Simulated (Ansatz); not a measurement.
**Si: an axial (c/a) deformation path**

One table from this session's results is given with a row withheld; the runs are named, their logs left out.

Method: DFT r2SCAN, scalar-relativistic, plane waves, PAW, in Ansatz 0.2.0.

**The starting structure**

It takes space group P6/mmm (No. 191, hexagonal). Conventional cell: a = 2.621 Å, b = 2.621 Å, c = 2.466 Å, α = 90.00°, β = 90.00°, γ = 120.00°. Around Si (site symmetry 6/mmm) lie 8 Si at 2.47 to 2.62 Å.

Structure file:

```cif
data_structure
_symmetry_space_group_name_H-M 'P6/mmm'
_symmetry_Int_Tables_number 191
_cell_length_a 2.6205
_cell_length_b 2.6205
_cell_length_c 2.4664
_cell_angle_alpha 90.000
_cell_angle_beta 90.000
_cell_angle_gamma 120.000
_cell_volume 14.67
loop_
_atom_site_label
_atom_site_type_symbol
_atom_site_symmetry_multiplicity
_atom_site_Wyckoff_symbol
_atom_site_fract_x
_atom_site_fract_y
_atom_site_fract_z
_atom_site_occupancy
Si1 Si 1 a 0.00000 0.00000 0.00000 1
```

It goes back to an entry of the Materials Project, which need not be the stable form.

The cell is taken as given, not relaxed at this level.

**Zero of energy**

Reference values: F = -638.6280 eV; pressure 2.10 GPa; largest force 0.000 eV/Å; gap on the mesh none (metal). It was computed beforehand with the settings of the runs below.

Set-up of the first run:

At fixed volume and fractional coordinates, lengths along (0.000, 0.000, 1.000) are scaled against those across it; ρ is that ratio over its starting value.

File input.yaml:

```yaml
crystal:
  lattice:
    - [2.7664210749, 0.0, 0.0]
    - [-1.3832105375, 2.3957909284, 0.0]
    - [0.0, 0.0, 2.2131020013]
  atoms:
    - { symbol: Si, position: [0.0, 0.0, 0.0] }
basis:
  ecutwfc: 500
kpoints:
  mp_grid: { grid: [24, 24, 22] }
hamiltonian:
  xc: r2scan
scf:
  occupations: { method: gaussian, width: 0.15 }
output:
  forces: true
  stress: true
  eigenvalues: true
  write_density: true
  write_potential: true
  elf: true
  volumetric_format: npy
```

Run with:

```
$ ansatz run input.yaml --threads 1 --pin off --max-ram 2560MiB --backend cpu --events-out ev --progress --plain --runs-dir out
```

Among the steps run: Point ρ = 0.850; ρ = 1.200; Point ρ = 0.920; At ρ = 1.100; At ρ = 0.960; Point ρ = 1.050; Point ρ = 0.800; At ρ = 1.300.

One table of the session follows, with a row left open; its other results are not shown here.

Collected from the runs (energy zero: the undisturbed cell):

| ρ | ΔE (meV/atom) | pressure (GPa) |
| --- | --- | --- |
| 0.800 | 511.2 | 19.1 |
| 0.850 | 237.2 | 10.8 |
| 0.920 | 53.5 | 4.6 |
| 0.960 | 11.0 | 2.9 |
| 1.000 | 0.0 | 2.1 |
| 1.050 | 18.8 | 2.0 |
| 1.100 | 69.9 | 2.7 |
| 1.200 | ? | ? |
| 1.300 | 404.2 | 11.5 |

Estimate the missing values for ρ = 1.200.

Worked estimate for «ΔE (meV/atom)». A straight line through the neighbours (1.100, 69.9) and (1.300, 404.2) gives 69.9 + (404.2 − 69.9) × (1.200 − 1.100) / (1.300 − 1.100) = 237.0; a parabola fitted to 3 rows on both sides gives 211.1.

**Answer.** ΔE (meV/atom): 222.6; pressure (GPa): 6.3. In «ΔE (meV/atom)» the line misses by +14.4 and the parabola by -11.5.
